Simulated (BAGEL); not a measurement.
# C2H6SSi (SMILES C=CS[SiH3]) at HF/STO-3G (density fitting with qzvpp-jkfit)

What is the energy change on altering one bond length of C2H6SSi at HF/STO-3G (density fitting with qzvpp-jkfit)? 

Program for the calculation: BAGEL 1.2.2.

### 1 Starting point

C2H6SSi: 10 atoms, total charge 0, spin state singlet. As SMILES, `C=CS[SiH3]`. Geometry: relaxed at PBE0-D4/def2-TZVP. This is one conformer, not always the lowest.

Bond lengths: C1–C2 1.326 Å, C2–S3 1.761 Å, S3–Si4 2.134 Å, C1–H5 1.084 Å, C1–H6 1.084 Å, C2–H7 1.086 Å, Si4–H8 1.483 Å, Si4–H9 1.487 Å, Si4–H10 1.485 Å. Some angles: C1–C2–S3 123.0°, C2–S3–Si4 99.3°, C1–C2–H7 120.9°, S3–C2–H7 116.0°, C2–C1–H5 122.0°, C2–C1–H6 120.3°, S3–Si4–H8 105.8°, S3–Si4–H9 109.5°, S3–Si4–H10 112.1°, H5–C1–H6 117.8°.

### 2 The energy at HF/STO-3G (density fitting with qzvpp-jkfit)

Input file input.json:

```json
{ "bagel" : [

{
  "title" : "molecule",
  "basis" : "sto-3g",
  "df_basis" : "qzvpp-jkfit",
  "angstrom" : true,
  "geometry" : [
    { "atom" : "C", "xyz" : [      -0.195600,       2.194800,       0.281400 ] },
    { "atom" : "C", "xyz" : [      -0.226300,       0.880200,       0.452200 ] },
    { "atom" : "S", "xyz" : [      -1.058900,      -0.210600,      -0.651600 ] },
    { "atom" : "Si", "xyz" : [       0.221300,      -1.910500,      -0.489400 ] },
    { "atom" : "H", "xyz" : [      -0.634600,       2.671300,      -0.587500 ] },
    { "atom" : "H", "xyz" : [       0.268100,       2.831400,       1.025600 ] },
    { "atom" : "H", "xyz" : [       0.218000,       0.421700,       1.331200 ] },
    { "atom" : "H", "xyz" : [      -0.480000,      -3.012300,      -1.191100 ] },
    { "atom" : "H", "xyz" : [       0.422800,      -2.245200,       0.945100 ] },
    { "atom" : "H", "xyz" : [       1.548200,      -1.672000,      -1.112800 ] }
  ]
},

{
  "title" : "hf"
},

{
  "title" : "print",
  "file" : "orbitals.molden",
  "orbitals" : true
}

]}
```

Run with:

```sh
$ BAGEL_NUM_THREADS=1 BAGEL input.json > input.out
```

The program printed:

```text
* using 1 threads per process

  ===============================================================
  ===============================================================

  *** Geometry ***

  { "atom" : "C", "xyz" : [     -0.369630,      4.147571,      0.531769 ] },
  { "atom" : "C", "xyz" : [     -0.427645,      1.663337,      0.854534 ] },
  { "atom" : "S", "xyz" : [     -2.001031,     -0.397976,     -1.231346 ] },
  { "atom" : "Si", "xyz" : [      0.418196,     -3.610322,     -0.924832 ] },
  { "atom" : "H", "xyz" : [     -1.199220,      5.048025,     -1.110214 ] },
  { "atom" : "H", "xyz" : [      0.506636,      5.350571,      1.938103 ] },
  { "atom" : "H", "xyz" : [      0.411960,      0.796898,      2.515603 ] },
  { "atom" : "H", "xyz" : [     -0.907069,     -5.692422,     -2.250853 ] },
  { "atom" : "H", "xyz" : [      0.798976,     -4.242813,      1.785980 ] },
  { "atom" : "H", "xyz" : [      2.925674,     -3.159622,     -2.102887 ] },

  Number of auxiliary basis functions:      514

  Since a DF basis is specified, we compute 2- and 3-index integrals:
    o Being stored without compression. Storage requirement is 0.005 GB

  Number of basis functions:       34
  Number of electrons      :       48

    * METHOD: MOLECULE                             0.18

  *** RHF ***

  === Nuclear Repulsion ===
   201.0327670725

      * DIIS with orbital gradients will be used.

  === RHF iteration (sto-3g) ===
      0       -757.00784962          0.00913247           0.03
      1       -757.04887347          0.00323425           0.03
      2       -757.05264060          0.00094011           0.03
      3       -757.05310751          0.00023549           0.03
      4       -757.05314002          0.00004624           0.03
      5       -757.05314238          0.00001024           0.03
      6       -757.05314248          0.00000203           0.03
      7       -757.05314248          0.00000076           0.03
      8       -757.05314248          0.00000015           0.03
      9       -757.05314248          0.00000006           0.03
     10       -757.05314248          0.00000002           0.03
     11       -757.05314248          0.00000000           0.03
    * SCF iteration converged.

    * Permanent dipole moment:
           (   -0.330044,     0.320055,    -0.139115) a.u.

    * METHOD: HF                                   0.40

    * METHOD: PRINT                                0.00

  ===============================================================
```

It took 0.74 s on 1 thread of Arm Neoverse V2, shared host.

### 3 The distorted shape, same level

Input file job.json:

```json
{ "bagel" : [

{
  "title" : "molecule",
  "basis" : "sto-3g",
  "df_basis" : "qzvpp-jkfit",
  "angstrom" : true,
  "geometry" : [
    { "atom" : "C", "xyz" : [      -1.787878,       1.908600,       1.029479 ] },
    { "atom" : "C", "xyz" : [      -1.818578,       0.594000,       1.200279 ] },
    { "atom" : "S", "xyz" : [      -2.651178,      -0.496800,       0.096479 ] },
    { "atom" : "Si", "xyz" : [      -1.370978,      -2.196700,       0.258679 ] },
    { "atom" : "H", "xyz" : [      -2.226878,       2.385100,       0.160579 ] },
    { "atom" : "H", "xyz" : [      -1.324178,       2.545200,       1.773679 ] },
    { "atom" : "H", "xyz" : [      -1.374278,       0.135500,       2.079279 ] },
    { "atom" : "H", "xyz" : [      -2.072278,      -3.298500,      -0.443021 ] },
    { "atom" : "H", "xyz" : [      -1.169478,      -2.531400,       1.693179 ] },
    { "atom" : "H", "xyz" : [       1.548200,      -1.672000,      -1.112800 ] }
  ]
},

{ "title" : "hf" },

{ "title" : "print", "file" : "orbitals.molden", "orbitals" : true }

]}
```

Run with:

```sh
$ BAGEL_NUM_THREADS=1 BAGEL job.json > job.out
```

The program printed:

```text
* using 1 threads per process

  ===============================================================
  ===============================================================

  *** Geometry ***

  { "atom" : "C", "xyz" : [     -3.378600,      3.606731,      1.945433 ] },
  { "atom" : "C", "xyz" : [     -3.436614,      1.122497,      2.268199 ] },
  { "atom" : "S", "xyz" : [     -5.010000,     -0.938816,      0.182319 ] },
  { "atom" : "Si", "xyz" : [     -2.590773,     -4.151161,      0.488832 ] },
  { "atom" : "H", "xyz" : [     -4.208190,      4.507186,      0.303450 ] },
  { "atom" : "H", "xyz" : [     -2.502334,      4.809731,      3.351768 ] },
  { "atom" : "H", "xyz" : [     -2.597009,      0.256058,      3.929268 ] },
  { "atom" : "H", "xyz" : [     -3.916038,     -6.233262,     -0.837188 ] },
  { "atom" : "H", "xyz" : [     -2.209993,     -4.783653,      3.199645 ] },
  { "atom" : "H", "xyz" : [      2.925674,     -3.159622,     -2.102887 ] },

  Number of auxiliary basis functions:      514

  Since a DF basis is specified, we compute 2- and 3-index integrals:
    o Being stored without compression. Storage requirement is 0.005 GB

  Number of basis functions:       34
  Number of electrons      :       48

    * METHOD: MOLECULE                             0.18

  *** RHF ***

  === Nuclear Repulsion ===
   196.7942195237

      * DIIS with orbital gradients will be used.

  === RHF iteration (sto-3g) ===
      0       -756.52193836          0.01232549           0.03
      1       -756.43589964          0.01463712           0.03
      2       -756.71318678          0.00391888           0.03
      3       -756.72381284          0.00133812           0.03
      4       -756.72467549          0.00071358           0.03
      5       -756.72491572          0.00036786           0.03
      6       -756.72498946          0.00015602           0.03
      7       -756.72500551          0.00000562           0.03
      8       -756.72500553          0.00000146           0.03
      9       -756.72500553          0.00000057           0.03
     10       -756.72500554          0.00000022           0.03
     11       -756.72500554          0.00000006           0.03
     12       -756.72500554          0.00000003           0.02
     13       -756.72500554          0.00000001           0.03
     14       -756.72500554          0.00000000           0.03
    * SCF iteration converged.

    * Permanent dipole moment:
           (    0.523148,     0.190687,    -0.539223) a.u.

    * METHOD: HF                                   0.47

    * METHOD: PRINT                                0.00

  ===============================================================
```

Run time: 0.82 s. Hardware: 1 thread of Arm Neoverse V2, shared host.

### 4 Results

Level: HF/STO-3G (density fitting with qzvpp-jkfit).

```
                                                           quantity          value
                                          first shape: total energy  -757.05314 Eh
                                         first shape: dipole moment         1.22 D
                                           first shape: HOMO energy       -6.42 eV
                                           first shape: LUMO energy        8.74 eV
                                         first shape: HOMO–LUMO gap       15.16 eV
                                      distorted shape: total energy  -756.72501 Eh
                                     distorted shape: dipole moment         1.97 D
                                       distorted shape: HOMO energy       -3.86 eV
                                       distorted shape: LUMO energy        2.16 eV
                                     distorted shape: HOMO–LUMO gap        6.02 eV
energy change with the Si4–H10 bond stretched from 1.485 to 3.268 Å       8.929 eV
```

One bond (distorted shape) is far stretched, which a spin-restricted single reference describes badly; a broken-symmetry solution may lie lower. With the Si4–H10 bond stretched from 1.485 to 3.268 Å the energy rises by 8.93 eV (862 kJ/mol). The first shape isn't relaxed at this level, so the change isn't measured from a minimum. A restricted reference can't describe the breaking bond well at this length. The minimal basis adds a large error of its own.
